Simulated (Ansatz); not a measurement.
What does this script print? It uses Ansatz 0.2.0, Python API.

Script `alos.py`:
```python
import warnings

import ansatz as az
from ase.eos import EquationOfState
from ase.units import GPa
import numpy as np

VECTORS = np.array([
    [2.99791198, 0.0, 0.0],
    [0.0, 2.99791198, 0.0],
    [0.0, 0.0, 2.99791198],
])
SITES = [
    ('Al', [0.0, 0.0, 0.0]),
    ('Os', [0.5, 0.5, 0.5]),
]


def on_lattice(cell):
    crystal = az.Crystal(lattice=az.Lattice.of(cell))
    for symbol, position in SITES:
        crystal = crystal.atom(symbol, position)
    return crystal

warnings.simplefilter('ignore', az.DeckWarning)

volumes, energies = [], []
for scale in np.linspace(0.94, 1.06, 7):
    cell = VECTORS * scale ** (1 / 3)
    setup = (
        on_lattice(cell).calculation()
        .functional('LDA')
        .occupations('Gaussian')
        .kpoints(8, 8, 8)
        .pseudopotentials('all_electron', lapw=True)
    )
    rep = setup.run(threads=1, pin='off').report
    volumes.append(abs(np.linalg.det(cell)) / len(SITES))
    energies.append(rep['free_energy_ev'] / len(SITES))
    print(f'{scale:.3f} {volumes[-1]:9.4f} A^3/atom {energies[-1]:16.5f} eV/atom  (estimated basis error {1000 * rep["lapw_basis_errors"]["total_ev_per_atom"]:.2f} meV/atom)')
v0, e0, bulk = EquationOfState(volumes, energies, eos='birchmurnaghan').fit()
print(f'V0 = {v0:.4f} A^3/atom, B0 = {bulk / GPa:.1f} GPa')
```

`python alos.py` gives:
```text
0.940   12.6635 A^3/atom    -237871.84301 eV/atom  (estimated basis error 0.06 meV/atom)
0.960   12.9330 A^3/atom    -237871.85585 eV/atom  (estimated basis error 0.06 meV/atom)
0.980   13.2024 A^3/atom    -237871.85883 eV/atom  (estimated basis error 0.06 meV/atom)
1.000   13.4718 A^3/atom    -237871.85298 eV/atom  (estimated basis error 0.06 meV/atom)
1.020   13.7413 A^3/atom    -237871.83924 eV/atom  (estimated basis error 0.07 meV/atom)
1.040   14.0107 A^3/atom    -237871.81841 eV/atom  (estimated basis error 0.07 meV/atom)
1.060   14.2801 A^3/atom    -237871.79126 eV/atom  (estimated basis error 0.07 meV/atom)
V0 = 13.1540 A^3/atom, B0 = 261.1 GPa
```

A third-order Birch-Murnaghan fit through the 7 points has its minimum at 13.15 Å³ an atom, 2.4 % below the typed cell, with a bulk modulus of 261 GPa and dB/dP = 4.4. From that minimum the energy rises by 16.0 meV an atom on the compressed side and 67.7 meV on the expanded side.

All-electron totals depend on functional, relativistic treatment and basis; only differences at equal settings carry meaning. Spin is left out of this run. For a metal this k-point mesh is coarse: on a finer one energies can move by several to tens of meV an atom and pressures by half a GPa or more, differences at one mesh by less. Spin-orbit coupling, which matters for elements this heavy, is left out. The structure comes from a database of computed cells and needn't be a stable or known phase. Timing: 86 s on 1 thread of Arm Neoverse V1, on a shared host, peak memory 0.42 GiB.

(Lines on the test bed's own set-up are left out of the output.)
